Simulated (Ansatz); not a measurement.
**ClGaH3N (SMILES [NH2][GaH][Cl]): one structure at several levels**

One table from this session's results is given with a row withheld; the runs are named, their logs left out.

Method: single points in def2-TZVPP; program: Ansatz 0.2.0, Gaussian basis.

Correlated methods freeze the cores. Filled d shells of the heavier atoms are correlated.

## The starting structure

SMILES `[NH2][GaH][Cl]`, 6 atoms, charge 0, spin multiplicity 1.

Atoms are counted from 1 here; the program's logs count them from 0.

Bond lengths: N1–Ga2 1.969 Å, N1–H4 1.078 Å, N1–H5 0.909 Å, Ga2–Cl3 2.117 Å, Ga2–H6 1.585 Å. Angles: Ga2–N1–H4 115.5°, Ga2–N1–H5 122.8°, H4–N1–H5 121.0°, N1–Ga2–Cl3 116.6°, N1–Ga2–H6 115.3°, Cl3–Ga2–H6 127.8°.

Coordinates:

```xyz
6
ClGaH3N
N    -0.19800    0.68940    0.82930
Ga    0.02670   -0.52240   -0.70570
Cl    1.95800   -1.34280   -0.98950
H     0.71120    0.97540    1.33260
H    -0.99010    1.08700    1.03080
H    -1.30190   -0.86800   -1.49720
```

The first run:

Input file run/in.yaml:

```yaml
crystal:
  periodic: [false, false, false]
  atoms:
    - {symbol: N, position_ang: [-0.198000, 0.689400, 0.829300]}
    - {symbol: Ga, position_ang: [0.026700, -0.522400, -0.705700]}
    - {symbol: Cl, position_ang: [1.958000, -1.342800, -0.989500]}
    - {symbol: H, position_ang: [0.711200, 0.975400, 1.332600]}
    - {symbol: H, position_ang: [-0.990100, 1.087000, 1.030800]}
    - {symbol: H, position_ang: [-1.301900, -0.868000, -1.497200]}
basis:
  gaussian: {orbitals: def2-TZVPP}
correlation: {method: ccsd_t}
output: {forces: true}
```

The command line of these runs was not kept.

Steps of the session up to this table: CCSD(T)/def2-TZVPP; PBE0-D4/def2-TZVPP; wB97M-V/def2-TZVPP; r2SCAN-D4/def2-TZVPP; PBE-D4/def2-TZVPP; B97M-V/def2-TZVPP; SPW92/def2-TZVPP.

One table of the session follows, with a row left open; its other results are not shown here.

| method | RMS force component (eV/Å) | angle to CCSD(T) forces (°) | dipole (D) |
| --- | --- | --- | --- |
| CCSD(T) | 2.879 | reference | 1.38 |
| PBE0-D4 | ? | ? | ? |
| wB97M-V | 2.868 | 0.8 | 1.38 |
| r2SCAN-D4 | 2.862 | 0.9 | 1.47 |
| PBE-D4 | 2.866 | 2.9 | 1.46 |
| B97M-V | 2.827 | 2.0 | 1.40 |
| SPW92 | 2.963 | 4.0 | 1.52 |

Q: Estimate the row for PBE0-D4 from the others.

As computed: RMS force component (eV/Å): 2.881; angle to CCSD(T) forces (°): 1.1; dipole (D): 1.42. In the column «RMS force component (eV/Å)» it lies between CCSD(T) (2.879) and SPW92 (2.963).
